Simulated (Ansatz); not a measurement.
# AlAs (singlet): from Hartree-Fock to the top rungs at distance Al1–As2 = 1.738 Å, cc-pVDZ

Aim: climb from Hartree-Fock through coupled cluster and multireference methods for AlAs (singlet) at one geometry and basis, and see what each rung misses.

Computed with Ansatz 0.2.0, Gaussian basis. Level: cc-pVDZ, core rule «outside noble gas», up to 19 orbitals frozen.

The runs, in order: UHF; CCSD(T) on RHF; CCSD(T) on UHF; BCCD(T) on RHF; CISD; CCSDT(Q) on RHF; CCSDT(Q) on UHF; CCSDTQ on RHF; CASSCF and MRCISD+Q, 2 electrons in 2 orbitals; CASSCF and NEVPT2, 2 electrons in 2 orbitals.

28 further runs of the same task are left out: 6 for a known fault of the program, 18 that didn't finish, 4 set aside as unsound or not needed.

### Step 1. What is computed

The geometry derives from a PBE0/def2-TZVP stationary point (not a proven minimum). One bond is set to the value named and the two fragments are kept rigid. No spin-orbit coupling is included. The filled d shell of As may be among the frozen orbitals whatever the setting's name suggests; the logs give the count.

2 atoms, charge 0, spin multiplicity 1.

Atoms are counted from 1 here; the program's logs count them from 0.

Bond lengths: Al1–As2 1.738 Å.

### Step 2. UHF

in.yaml

```yaml
crystal:
  periodic: [false, false, false]
  atoms:
    - {symbol: Al, position_ang: [0.000000, 0.000000, 0.000000]}
    - {symbol: As, position_ang: [0.000000, 0.000000, 1.738000]}
basis:
  gaussian: {orbitals: cc-pVDZ}
magnetization: {spin_polarized: true, initial_magnetization: 0}
hamiltonian: {xc: hf}
output: {orbitals: {seedname: orbitals}}
```

Launch:

```bash
$ ansatz run in.yaml --threads 1 --pin off --events-out ev --progress --plain --max-ram 2393MiB
```

After this run come: CCSD(T) on RHF; CCSD(T) on UHF; BCCD(T) on RHF; CISD; CCSDT(Q) on RHF; CCSDT(Q) on UHF; CCSDTQ on RHF; CASSCF and MRCISD+Q, 2 electrons in 2 orbitals; CASSCF and NEVPT2, 2 electrons in 2 orbitals.

Q: Predict the results of all the runs planned. Wanted: RCCSDTQ below the RHF energy; RMP2 from RCCSDTQ; RCCSD from RCCSDTQ; RCCSD(T) from RCCSDTQ; RCCSDT(Q) from RCCSDTQ; NEVPT2 pair from RCCSDTQ; MRCISD+Q pair from RCCSDTQ; T1 diagnostic.

As calculated:

| quantity | value |
| --- | --- |
| RCCSDTQ below the RHF energy | -5.0853 eV |
| RMP2 from RCCSDTQ | +753.8 meV |
| RCCSD from RCCSDTQ | +350.5 meV |
| RCCSD(T) from RCCSDTQ | +50.0 meV |
| RCCSDT(Q) from RCCSDTQ | -3.9 meV |
| NEVPT2 pair from RCCSDTQ | +758.6 meV |
| MRCISD+Q pair from RCCSDTQ | +112.3 meV |
| levels within 1 kcal/mol (43 meV) | RCCSDT, RCCSDT(Q) |
| T1 diagnostic | 0.026 |

What this shows: RCCSD(T) lands +50.0 meV from the yardstick (1.0 % of the correlation energy). Of the multireference levels listed MRCISD+Q pair comes nearest in total energy (+112.3 meV), which doesn't show that its space is the better one. These misses are within one basis, not against nature.
